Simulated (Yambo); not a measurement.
# NiO (Fm-3m) in Yambo: further runs

The runs below take NiO through energy-loss spectrum, with PBE.

Program: Yambo 5.3.0. These are calculated values, not measurements. Logs are shortened: lines on timing, memory, paths and dates and some standing lists are left out, and cuts for length are marked.

**What was measured.**

From “Local correlations, non-local screening, multiplets, and band formation in NiO”, 2012, arxiv:1210.6675, for a bulk crystal of NiO: band gap 4.3 eV.

The runs below are set against these values where they give the same quantity.

**1. Starting point**

It takes space group Fm-3m (No. 225, cubic). Conventional cell: a = 4.172 Å, b = 4.172 Å, c = 4.172 Å, α = 90.00°, β = 90.00°, γ = 90.00°. Ni (site symmetry m-3m) is surrounded by 6 O at 2.09 Å. O (site symmetry m-3m) has 6 Ni at 2.09 Å as nearest neighbours.

**2. Energy-loss spectrum, PBE, collinear spin, ferromagnetic start**

eels2.in reads:

```
optics
chi
Chimod= "HARTREE"
% BndsRnXd
 1 | 42 |
%
NGsBlkXd= 3 Ry
% LongDrXd
 1 | 1 | 1 |
%
% QpntsRXd
 4 | 4 |
%
% EnRngeXd
 0 | 50 | eV
%
% DmRngeXd
 0.3 | 0.3 | eV
%
ETStpsXd= 250
```

scf.in reads:

```
&CONTROL
  calculation = 'scf'
  prefix = 'pwscf'
  outdir = './tmp'
  pseudo_dir = './pseudo'
/
&SYSTEM
  ibrav = 0
  nat = 2
  ntyp = 2
  ecutwfc = 98
  nbnd = 22
  occupations = 'smearing'
  smearing = 'fd'
  degauss = 0.00367493
  nspin = 2
  starting_magnetization(1) = 0.0556
  starting_magnetization(2) = 0
  force_symmorphic = .true.
/
&ELECTRONS
  conv_thr = 4d-10
  electron_maxstep = 120
  mixing_beta = 0.3
/
ATOMIC_SPECIES
Ni    58.6934 Ni.upf
O     15.9990 O.upf
CELL_PARAMETERS angstrom
   0.0000000000    2.0859016414    2.0859016414
   2.0859016414    0.0000000000    2.0859016414
   2.0859016414    2.0859016414    0.0000000000
ATOMIC_POSITIONS crystal
Ni     0.0000000000    0.0000000000    0.0000000000
O      0.5000000000    0.5000000000    0.5000000000
K_POINTS automatic
12 12 12 0 0 0
```

nscf.in reads:

```
&CONTROL
  calculation = 'nscf'
  prefix = 'pwscf'
  outdir = './tmp'
  pseudo_dir = './pseudo'
/
&SYSTEM
  ibrav = 0
  nat = 2
  ntyp = 2
  ecutwfc = 98
  nbnd = 42
  occupations = 'smearing'
  smearing = 'fd'
  degauss = 0.00367493
  nspin = 2
  starting_magnetization(1) = 0.0556
  starting_magnetization(2) = 0
  force_symmorphic = .true.
/
&ELECTRONS
  conv_thr = 1d-08
  diago_full_acc = .true.
  diago_thr_init = 1d-06
/
ATOMIC_SPECIES
Ni    58.6934 Ni.upf
O     15.9990 O.upf
CELL_PARAMETERS angstrom
   0.0000000000    2.0859016414    2.0859016414
   2.0859016414    0.0000000000    2.0859016414
   2.0859016414    2.0859016414    0.0000000000
ATOMIC_POSITIONS crystal
Ni     0.0000000000    0.0000000000    0.0000000000
O      0.5000000000    0.5000000000    0.5000000000
K_POINTS automatic
12 12 12 0 0 0
```

Potentials or basis: PseudoDojo 0.4.1 SR PBE standard.

Run with:

```
OMP_NUM_THREADS=1 pw.x -in scf.in > scf.out
OMP_NUM_THREADS=1 pw.x -in nscf.in > nscf.out
cd tmp/pwscf.save; p2y; mv SAVE ../..; cd ../..
OMP_NUM_THREADS=1 yambo
OMP_NUM_THREADS=1 yambo -F eels2.in -J eels2 -C eels2_out
```

Yambo's report:

```text
[... sections 02.01 to 02.04 as in the set-up run ...]

  [02.05] Energies & Occupations
  ==============================

  [WARNING] Merged spin levels are metallic
  [X] === Spin Independent ===
  [X] Electronic Temperature                        :  0.258606E-1   300.100    [eV K]
  [X] Bosonic    Temperature                        :  0.258606E-1   300.100    [eV K]
  [X] Finite Temperature mode                       : yes
  [X] El. density                                   :  0.13222E+25 [cm-3]
  [X] Fermi Level                                   :  14.68598 [eV]

  [X] === Spin up channel ===
  [X] Conduction Band Min                  [spin UP]:  14.68598 [eV]
  [X] Valence Band Max                     [spin UP]:  14.68598 [eV]
  [X] Filled Bands                         [spin UP]:  11
  [X] Metallic Bands                       [spin UP]:  12  13
  [X] Empty Bands                          [spin UP]:   14   42

  [X] === Spin dn channel ===
  [X] Conduction Band Min                  [spin DN]:  14.68598 [eV]
  [X] Valence Band Max                     [spin DN]:  14.68598 [eV]
  [X] Filled Bands                         [spin DN]:  11
  [X] Metallic Bands                       [spin DN]:  12  13
  [X] Empty Bands                          [spin DN]:   14   42

  [X] === Metallic Characters ===
  [X] N of el / N of met el                [spin UP]:  12.00000   1.10088
  [X] Average metallic occ.                [spin UP]:  0.275221
  [X] N of el / N of met el                [spin DN]:  12.00000   2.20185
  [X] Average metallic occ.                [spin DN]:  0.550461

  [WARNING] [X] Metallic system

  [WARNING] Merged spin levels are metallic

 [03] Transferred momenta grid and indexing
 ==========================================

 IBZ Q-points                                      :   72
 BZ  Q-points                                      :  1728

 K/Q-points units:
 rlu = crystal or reduced units; cc = cartesian coordinates; iku = interal k-units

 Q [ 1]         [rlu]:  0.000000  0.000000  0.000000
 Q [ 2]         [rlu]:  0.37756E-17 -0.31633E-17  0.83333E-01
 Q [ 3]         [rlu]:  0.75513E-17 -0.63265E-17  0.16667
 Q [ 4]         [rlu]:  0.26206E-17  0.26206E-17  0.25000
 Q [ 5]         [rlu]:  0.15103E-16 -0.12653E-16  0.33333
 Q [ 6]         [rlu]:  0.10172E-16  0.10172E-16  0.41667
 Q [ 7]         [rlu]: -0.52412E-17 -0.52412E-17 -0.50000
 Q [ 8]         [rlu]: -0.77161E-17  0.83333E-01  0.83333E-01
 Q [ 9]         [rlu]:  0.20082E-17  0.83333E-01  0.16667
 Q [10]         [rlu]: -0.98613E-17  0.83333E-01  0.25000
 Q [11]         [rlu]:  0.37446E-16  0.83333E-01  0.33333
 Q [12]         [rlu]:  0.80329E-17  0.83333E-01  0.41667
 Q [13]         [rlu]:  0.10695E-16  0.83333E-01  0.50000
 Q [14]         [rlu]:  0.13057E-17  0.83333E-01 -0.41667
 Q [15]         [rlu]:  0.39673E-17  0.83333E-01 -0.33333
[... 33 lines left out ...]
 Q [49]         [rlu]:  0.083333  0.250000  0.333333
 Q [50]         [rlu]:  0.083333  0.250000  0.416667

 Remaining 22 points informations can be written running with -fatlog

 [04] Optics
 ===========

 [WF-X loader] Normalization (few states)  min/max  :  0.14952E-16   1.0000

 [X-CG] R(p) Tot o/o(of R):    97302  1315752      100
```

Wall time 6.4 min (1 thread of Arm Neoverse V2, shared host); peak memory 1.1 GiB.

What came out:

* Band gap on the k mesh, mean-field level: none (metal or under the smearing width)
* Net moment: 0.00 μB per cell
* Peak of the energy-loss function: 33.3 eV

Energy-loss function at q = [0.0, 0.0, 0.25] (reciprocal lattice):
```
energy (eV)   loss
        0.0  0.000
        2.2  0.033
        4.4  0.234
        6.4  0.278
        8.6  0.322
       10.8  0.181
       13.1  0.326
       15.3  0.342
       17.5  0.521
       19.5  0.753
       21.7  0.781
       23.9  0.880
       26.1  0.797
       28.3  0.555
       30.5  0.535
       32.5  0.933
       34.7  0.615
       36.9  0.622
       39.2  0.688
       41.4  0.643
       43.6  0.536
       45.6  0.551
       47.8  0.575
       50.0  0.490
```

Caveat: the ground state has no gap, which makes the many-body step unreliable; semilocal functionals often make such compounds metallic where correlation or magnetic order opens a gap, which also shifts bond lengths.

**3. Energy-loss spectrum, PBE, collinear spin, ferromagnetic start**

eels3.in reads:

```
optics
chi
Chimod= "HARTREE"
% BndsRnXd
 1 | 42 |
%
NGsBlkXd= 3 Ry
% LongDrXd
 1 | 1 | 1 |
%
% QpntsRXd
 5 | 5 |
%
% EnRngeXd
 0 | 50 | eV
%
% DmRngeXd
 0.3 | 0.3 | eV
%
ETStpsXd= 250
```

scf.in is that of step 2.

nscf.in is that of step 2.

Potentials or basis: PseudoDojo 0.4.1 SR PBE standard.

Run with:

```
OMP_NUM_THREADS=1 pw.x -in scf.in > scf.out
OMP_NUM_THREADS=1 pw.x -in nscf.in > nscf.out
cd tmp/pwscf.save; p2y; mv SAVE ../..; cd ../..
OMP_NUM_THREADS=1 yambo
OMP_NUM_THREADS=1 yambo -F eels3.in -J eels3 -C eels3_out
```

Yambo's report:

```text
[... sections 02.01 to 02.04 as in the set-up run ...]

  [02.05] Energies & Occupations
  ==============================

  [WARNING] Merged spin levels are metallic
  [X] === Spin Independent ===
  [X] Electronic Temperature                        :  0.258606E-1   300.100    [eV K]
  [X] Bosonic    Temperature                        :  0.258606E-1   300.100    [eV K]
  [X] Finite Temperature mode                       : yes
  [X] El. density                                   :  0.13222E+25 [cm-3]
  [X] Fermi Level                                   :  14.68598 [eV]

  [X] === Spin up channel ===
  [X] Conduction Band Min                  [spin UP]:  14.68598 [eV]
  [X] Valence Band Max                     [spin UP]:  14.68598 [eV]
  [X] Filled Bands                         [spin UP]:  11
  [X] Metallic Bands                       [spin UP]:  12  13
  [X] Empty Bands                          [spin UP]:   14   42

  [X] === Spin dn channel ===
  [X] Conduction Band Min                  [spin DN]:  14.68598 [eV]
  [X] Valence Band Max                     [spin DN]:  14.68598 [eV]
  [X] Filled Bands                         [spin DN]:  11
  [X] Metallic Bands                       [spin DN]:  12  13
  [X] Empty Bands                          [spin DN]:   14   42

  [X] === Metallic Characters ===
  [X] N of el / N of met el                [spin UP]:  12.00000   1.10088
  [X] Average metallic occ.                [spin UP]:  0.275221
  [X] N of el / N of met el                [spin DN]:  12.00000   2.20185
  [X] Average metallic occ.                [spin DN]:  0.550461

  [WARNING] [X] Metallic system

  [WARNING] Merged spin levels are metallic

 [03] Transferred momenta grid and indexing
 ==========================================

 IBZ Q-points                                      :   72
 BZ  Q-points                                      :  1728

 K/Q-points units:
 rlu = crystal or reduced units; cc = cartesian coordinates; iku = interal k-units

 Q [ 1]         [rlu]:  0.000000  0.000000  0.000000
 Q [ 2]         [rlu]:  0.37756E-17 -0.31633E-17  0.83333E-01
 Q [ 3]         [rlu]:  0.75513E-17 -0.63265E-17  0.16667
 Q [ 4]         [rlu]:  0.26206E-17  0.26206E-17  0.25000
 Q [ 5]         [rlu]:  0.15103E-16 -0.12653E-16  0.33333
 Q [ 6]         [rlu]:  0.10172E-16  0.10172E-16  0.41667
 Q [ 7]         [rlu]: -0.52412E-17 -0.52412E-17 -0.50000
 Q [ 8]         [rlu]: -0.77161E-17  0.83333E-01  0.83333E-01
 Q [ 9]         [rlu]:  0.20082E-17  0.83333E-01  0.16667
 Q [10]         [rlu]: -0.98613E-17  0.83333E-01  0.25000
 Q [11]         [rlu]:  0.37446E-16  0.83333E-01  0.33333
 Q [12]         [rlu]:  0.80329E-17  0.83333E-01  0.41667
 Q [13]         [rlu]:  0.10695E-16  0.83333E-01  0.50000
 Q [14]         [rlu]:  0.13057E-17  0.83333E-01 -0.41667
 Q [15]         [rlu]:  0.39673E-17  0.83333E-01 -0.33333
[... 33 lines left out ...]
 Q [49]         [rlu]:  0.083333  0.250000  0.333333
 Q [50]         [rlu]:  0.083333  0.250000  0.416667

 Remaining 22 points informations can be written running with -fatlog

 [04] Optics
 ===========

 [WF-X loader] Normalization (few states)  min/max  :  0.14952E-16   1.0000

 [X-CG] R(p) Tot o/o(of R):    99132  1315862      100
```

Wall time 6.4 min (1 thread of Arm Neoverse V2, shared host); peak memory 1.1 GiB.

What came out:

```yaml
Band_gap_on_the_k_mesh_mean-field_level: none (metal or under the smearing width)
Net_moment: 0.00 μB per cell
Peak_of_the_energy-loss_function: 33.3 eV
```

Energy-loss function at q = [0.0, 0.0, 0.33333] (reciprocal lattice):
```
energy (eV)   loss
        0.0  0.000
        2.2  0.030
        4.4  0.169
        6.4  0.279
        8.6  0.268
       10.8  0.183
       13.1  0.281
       15.3  0.337
       17.5  0.538
       19.5  0.650
       21.7  0.730
       23.9  0.750
       26.1  0.698
       28.3  0.531
       30.5  0.513
       32.5  0.849
       34.7  0.621
       36.9  0.640
       39.2  0.703
       41.4  0.657
       43.6  0.530
       45.6  0.567
       47.8  0.558
       50.0  0.488
```

Caveat: the ground state has no gap, which makes the many-body step unreliable; semilocal functionals often make such compounds metallic where correlation or magnetic order opens a gap, which also shifts bond lengths.

**4. How close it comes**

Step 2. A measured gap of NiO is 4.3 eV (quoted in “Local correlations, non-local screening, multiplets, and band formation in NiO”, 2012, arxiv:1210.6675); the calculated 0.00 eV misses it by -4.30 eV. So large a miss can be the level of theory's own, or it may mean another phase, state or a wrong row. The value is that of PBE on a finite k mesh, which can miss the band edges, without temperature or zero-point motion. Semilocal functionals fall short of measured gaps as a rule.

Step 3. Against the measured gap of NiO, 4.3 eV (quoted in “Local correlations, non-local screening, multiplets, and band formation in NiO”, 2012, arxiv:1210.6675), the calculated 0.00 eV is off by -4.30 eV. So large a miss can be the level of theory's own, or it may mean another phase, state or a wrong row. The value is that of PBE on a finite k mesh, which can miss the band edges, without temperature or zero-point motion. Semilocal functionals fall short of measured gaps as a rule.
